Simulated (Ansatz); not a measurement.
The system is Ta3AsAu2O13.

```
CELL_PARAMETERS angstrom
5.24237 3.02668 4.14273
-5.24237 3.02668 4.14273
0.00000 -6.05337 4.14273
ATOMIC_POSITIONS crystal
Ta 0.23108 0.57229 0.23108
Ta 0.23108 0.23108 0.57229
Ta 0.57229 0.23108 0.23108
As 0.55878 0.55878 0.55878
Au 0.96559 0.96559 0.96559
Au 0.75105 0.75105 0.75105
O 0.40884 0.66762 0.40884
O 0.40884 0.40884 0.66762
O 0.66762 0.40884 0.40884
O 0.49726 0.01313 0.36024
O 0.36024 0.49726 0.01313
O 0.01313 0.36024 0.49726
O 0.36024 0.01313 0.49726
O 0.01313 0.49726 0.36024
O 0.49726 0.36024 0.01313
O 0.10963 0.74806 0.10963
O 0.10963 0.10963 0.74806
O 0.74806 0.10963 0.10963
O 0.30840 0.30840 0.30840
```

The cell was built by a generator and needn't be a form met in nature.

Base run:

* Program: Ansatz 0.2.0
* Functional: RPBE
* Potentials or basis: all-electron LAPW, scalar-relativistic
* Cutoff: 566 eV (chosen from the basis error)
* Basis error allowed: 0.003 eV/atom
* k mesh: 3 × 3 × 3
* Occupations: fermi-dirac, width 0.05 eV
* Spin: no spin polarisation

Its results: band gap on the k mesh 1.15 eV, indirect (least direct gap 1.20 eV); pressure 2.1 GPa; largest force 0.205 eV/Å.

The run is repeated on the same cell with these changes: functional from RPBE to PBE; k mesh from 3 × 3 × 3 to 4 × 4 × 4. What comes out?

Band gap on the k mesh 1.08 eV, indirect (least direct gap 1.11 eV); pressure 0.0 GPa; largest force 0.008 eV/Å.

Several settings changed at once, so the effect can't be laid on one alone.

Caveats: spin-orbit coupling is left out, which moves the levels of the heavy elements.
